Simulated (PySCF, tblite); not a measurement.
**C₆H₃ClF radical: geometry, infrared bands and EPR parameters**

What infrared bands and EPR parameters should C₆H₃ClF radical (`Fc1[c]ccc(Cl)c1`) show?

Computed with tblite 0.8.0 and PySCF 2.14.0, with density-fitted response routines of our own, on a single molecule in the gas phase. Atoms are numbered from 0 throughout.

### Step 1. The molecule as given

11 atoms, charge 0, multiplicity 2; geometry from: force field or distance geometry start.

Bonds of the start (Å): F0–C1 1.36, C1–C2 1.39, C2–C3 1.41, C3–C4 1.37, C4–C5 1.40, C5–Cl6 1.76, C5–C7 1.40, C7–C1 1.38, C3–H8 1.08, C4–H9 1.08, C7–H10 1.07.

### Step 2. Relaxing the molecule with GFN2-xTB

The job: settings as JSON, then the geometry in Å.

```
{"job": {"kind": "relax", "xc": "GFN2-xTB", "basis": "xTB"}, "charge": 0, "multiplicity": 2}
F      2.577500    -1.306800     0.038800
C      1.313500    -0.802300     0.010000
C      0.224100    -1.672900     0.007800
C     -1.074700    -1.119600    -0.024700
C     -1.274400     0.237100    -0.014200
C     -0.183100     1.107000    -0.009000
Cl    -0.416000     2.847700    -0.016800
C      1.102100     0.560200     0.018300
H     -1.934200    -1.776900    -0.027100
H     -2.259000     0.684800    -0.032900
H      1.929600     1.244300     0.023900
```

On the command line:

```bash
> OMP_NUM_THREADS=1 python probes_run.py task.json out
```

This one command runs all jobs of the session in turn.

What it wrote:

```text
step      E/eV     max force
  0    -640.57488    2.491
  1    -640.68818    0.900
  2    -640.71533    0.458
  3    -640.73911    0.495
  4    -640.74681    0.315
  5    -640.75018    0.145
  6    -640.75145    0.110
  7    -640.75233    0.087
  8    -640.75264    0.046
  9    -640.75275    0.035
 10    -640.75283    0.026
 11    -640.75288    0.021
 12    -640.75291    0.015
 13    -640.75292    0.009
```

Wall time 0.06 s (1 thread of Arm Neoverse V2, shared host).

Relaxation path:

```tsv
step	energy from step 0 (eV)	largest force (eV/Å)
0	0.0000	2.4911
1	-0.1133	0.9000
2	-0.1404	0.4584
3	-0.1642	0.4951
4	-0.1719	0.3155
5	-0.1753	0.1451
6	-0.1766	0.1104
7	-0.1775	0.0866
8	-0.1778	0.0458
9	-0.1779	0.0345
10	-0.1780	0.0257
11	-0.1780	0.0214
12	-0.1780	0.0150
13	-0.1780	0.0091
```

Close pairs (by a distance rule), those that changed most:

```tsv
bond	before (Å)	after (Å)	change (Å)
C2–C3	1.412	1.360	-0.052
C1–C2	1.395	1.366	-0.029
C5–Cl6	1.756	1.729	-0.028
C3–C4	1.371	1.394	+0.023
F0–C1	1.361	1.339	-0.022
C1–C7	1.379	1.393	+0.014
C5–C7	1.397	1.385	-0.012
C4–C5	1.396	1.386	-0.010
```

The end geometry stands in the next job.

### Step 3. Vibrational analysis with GFN2-xTB

The job: settings as JSON, then the geometry in Å.

```
{"job": {"kind": "ir", "xc": "GFN2-xTB", "basis": "xTB"}, "charge": 0, "multiplicity": 2}
F      2.547083    -1.282474     0.036622
C      1.298932    -0.796760     0.017366
C      0.195322    -1.600853     0.002007
C     -1.080604    -1.129997    -0.016541
C     -1.277381     0.250187    -0.020272
C     -0.171820     1.085915    -0.006418
Cl    -0.404221     2.798775    -0.014623
C      1.119338     0.584576     0.013006
H     -1.928269    -1.796926    -0.028155
H     -2.275074     0.658512    -0.033777
H      1.982118     1.231717     0.024822
```

What it wrote:

```text
mode    cm-1     km/mol
  1     177.8      2.07
  2     213.7      0.08
  3     224.4      2.06
  4     384.4      3.54
  5     391.2      1.94
  6     408.1      0.48
  7     474.2      1.04
  8     531.4      8.57
  9     602.6      0.10
 10     642.4      5.48
 11     788.7     34.74
 12     830.3      9.64
 13     868.1     77.26
 14     887.2      0.49
 15     962.8     19.49
 16    1074.8      5.98
 17    1129.6      5.56
 18    1184.9      3.53
 19    1217.0     46.56
 20    1274.5     45.20
 21    1387.7      8.46
 22    1417.3     97.98
 23    1498.7     72.47
 24    1607.8     46.45
 25    3089.2      3.35
 26    3103.0      0.79
 27    3104.8      2.68
```

It took 0.25 s on 1 thread of Arm Neoverse V2, shared host.

Which atoms move in the most intense modes:

```tsv
cm⁻¹	km/mol	atoms
789	34.7	H9 40 %, H8 31 %
868	77.3	C5 32 %, F0 18 %, C4 14 %, C7 13 %
963	19.5	C2 35 %, C7 31 %, C4 14 %
1217	46.6	C1 26 %, C3 15 %, C5 12 %, H8 11 %
1274	45.2	C1 26 %, C4 22 %, C7 16 %, C2 11 %
1417	98.0	C1 29 %, C3 18 %, C5 13 %, C2 10 %
1499	72.5	C4 27 %, C7 25 %, C1 18 %, C3 15 %
1608	46.5	C2 36 %, C5 18 %, C1 15 %, C3 13 %
```

### Step 4. EPR parameters: B3LYP/pcH-1

The job, as its differences from that of step 3:

```diff
@@ -1,2 +1,2 @@
-{"job": {"kind": "ir", "xc": "GFN2-xTB", "basis": "xTB"}, "charge": 0, "multiplicity": 2}
+{"job": {"kind": "epr", "basis": "pcH-1"}, "charge": 0, "multiplicity": 2}
 F      2.547083    -1.282474     0.036622
```

Method: UKS B3LYP, pcH-1 on C Cl F H, non-relativistic, mean-field spin-orbit, GIAO.

What it wrote:

```text
UKS, coarse grid
  cycle   1  E = -790.35490598  |g| = 3.86e-01
  cycle   2  E = -790.31267421  |g| = 5.30e-01
  cycle   3  E = -790.40602572  |g| = 7.78e-02
  cycle   4  E = -790.40797112  |g| = 4.57e-02
  cycle   5  E = -790.40905074  |g| = 1.27e-02
  cycle   6  E = -790.40913980  |g| = 4.43e-03
  cycle   7  E = -790.40915765  |g| = 2.35e-03
  cycle   8  E = -790.40916300  |g| = 1.10e-03
  cycle   9  E = -790.40916557  |g| = 5.73e-04
UKS, final grid
  cycle   1  E = -790.40909253  |g| = 7.32e-04
  cycle   2  E = -790.40909211  |g| = 1.30e-03
  cycle   3  E = -790.40909309  |g| = 1.99e-04
  cycle   4  E = -790.40909316  |g| = 1.52e-04
  cycle   5  E = -790.40909324  |g| = 4.32e-05
  cycle   6  E = -790.40909324  |g| = 1.05e-05
E = -790.40909324 Eh   <S^2> = 0.7574 (exact 0.7500)
g shifts (ppm)      1          2          3
  rmc          -160       -160       -160
  gc             30         12          0
  oz_so        -587       -158        111
  total        -716       -307        -49
hyperfine (MHz)  atom isotope    a_iso     a_fc   dipolar eigenvalues
    0   19F      60.97      60.70    -40.45    -13.59     54.04
    1   13C     -11.91     -11.89    -16.11     -5.99     22.10
    2   13C     412.74     412.82    -79.55    -62.22    141.77
    3   13C       5.80       5.80    -13.21     -1.06     14.27
    4   13C      50.15      50.16     -6.44     -2.11      8.56
    5   13C      -8.12      -8.10     -6.91      2.45      4.45
    6  35Cl       1.53       1.51     -2.00      0.48      1.52
    7   13C      28.41      28.42     -5.11     -0.92      6.03
    8    1H      66.30      66.30     -6.79     -5.67     12.45
    9    1H      10.44      10.44     -3.13     -2.33      5.47
   10    1H      24.41      24.41     -2.75     -2.03      4.78
```

It took 64 s on 1 thread of Arm Neoverse V2, shared host; peak memory 0.94 GiB.

Principal g values 2.00160, 2.00201, 2.00227; g(iso) = 2.00196, against 2.00232 for a free electron.

Hyperfine couplings, nucleus by nucleus at this fixed geometry (no averaging over rotations):

```tsv
nuclei	isotope	a(iso) (MHz)	a(iso) (G, at g = 2.0023)	largest dipolar term (MHz)
C2	13C	412.7	147.3	141.8
H8	1H	66.3	23.7	12.5
F0	19F	61.0	21.8	54.0
C4	13C	50.1	17.9	8.6
C7	13C	28.4	10.1	6.0
H10	1H	24.4	8.7	4.8
C1	13C	-11.9	-4.3	22.1
H9	1H	10.4	3.7	5.5
C5	13C	-8.1	-2.9	-6.9
C3	13C	5.8	2.1	14.3
Cl6	35Cl	1.5	0.5	-2.0
```

Mulliken spin populations:

```tsv
atom	value (e)
F0	0.01
C1	-0.05
C2	1.01
C3	-0.08
C4	0.06
C5	-0.04
Cl6	0.00
C7	0.05
H8	0.03
H9	0.00
H10	0.01
```

In first order the couplings over 0.8 MHz of 1H, 19F, 35Cl give 64 distinct lines over 59.5 G.

Orbitals, density, ELF and potential are computed afterwards from the orbital file.

ELF in a plane through or near 11 of the atoms.

Ten even steps from ' ' (0.00) to '@' (1.00):
```
                                                        
                                                        
                                                        
                      ::----::                          
                    ::**##%%**::    ..==--..            
          ..::--..  ..##%%@@%%--  ::%%@@@@##..          
        ..==##%%++....####==****--##@@@@@@@@++          
        ::##++==##++++%%==++--%%::==@@@@@@%%::          
      ..--##%%####==##--##==++++..::++==..              
        ..--==::::++####==    ==%%##++--::..            
                --++::::++====##--%%**@@@@@@%%..        
          ::%%@@@@@@----%%----**%%++@@@@@@@@@@::        
          ++@@@@@@@@##==++--::====..::++%%%%**          
          ..##@@%%++    ::##%%##**==..                  
                    ..**%%====++::%%##==                
                    ==%%@@**----==@@##++..              
                    --**##%%########==--                
                      ::------::::....                  
                                                        
                                                        
```
The map spans 10.3 Å across and 10.8 Å up, centred on the molecule. Atoms in the plane (x, y in Å): F0 (-2.5, 1.3), C1 (-1.3, 0.8), C2 (-0.2, 1.6), C3 (1.1, 1.1), C4 (1.3, -0.3), C5 (0.2, -1.1), Cl6 (0.4, -2.8), C7 (-1.1, -0.6), H8 (1.9, 1.8), H9 (2.3, -0.7), H10 (-2.0, -1.2).

log10 of the density (e/Å³) in the same plane.

Ten even steps from '0' (-4.0) to '9' (2.1):
```
0000000000000000000000000000
0000000000000000000000000000
0000000000001110000000000000
0000000001222222211110000000
0000012222334443333322100000
0001234443445554444443210000
0012456655566666566654310000
0013468876667977776654310000
0013467776976666776543210000
0002345556766556676544321000
0001234456776666796665421000
0000134566777787666665421000
0000134566666676655544321000
0000123444445666654432210000
0000012233456689765432100000
0000000123456688765432000000
0000000012345666554321000000
0000000001233444433210000000
0000000000122222221100000000
0000000000000000000000000000
```
The map spans 10.3 Å across and 10.8 Å up, centred on the molecule. Atoms in the plane (x, y in Å): F0 (-2.5, 1.3), C1 (-1.3, 0.8), C2 (-0.2, 1.6), C3 (1.1, 1.1), C4 (1.3, -0.3), C5 (0.2, -1.1), Cl6 (0.4, -2.8), C7 (-1.1, -0.6), H8 (1.9, 1.8), H9 (2.3, -0.7), H10 (-2.0, -1.2).

On the surface of density 0.002 e/bohr³ the electrostatic potential runs, from the 1st to the 99th percentile, from -0.61 V near F0 to 1.29 V near H8.

The spin density lies nearest to C2 75 %.

### Step 5. Summary of results

```
                                 quantity                 value
strongest single infrared mode (GFN2-xTB)  1417 cm⁻¹, 98 km/mol
             zero-point energy (GFN2-xTB)         42.1 kcal/mol
                           g(iso) (B3LYP)               2.00196
                                     ⟨S²⟩    0.757 (exact 0.75)
                           largest a(iso)  13C on C2, 412.7 MHz
    surface potential, 1st and 99th percentile    -0.61 V and 1.29 V
```

The optimisation took 13 steps and gained 0.178 eV; among the close pairs (by a distance rule), C2–C3 changed most, from 1.412 to 1.360 Å. All 27 modes are real, so the xTB geometry is a minimum. The strongest single mode, at 1417 cm⁻¹, is spread over several atoms, C1, C3, C5, C2 among them. Unscaled tight-binding wavenumbers are off by several per cent, some by more. Its intensities can rank the bands wrongly. C2 carries the largest spin population, 1.01 e. The isotropic g lies 0.4 ppt below the free-electron value.
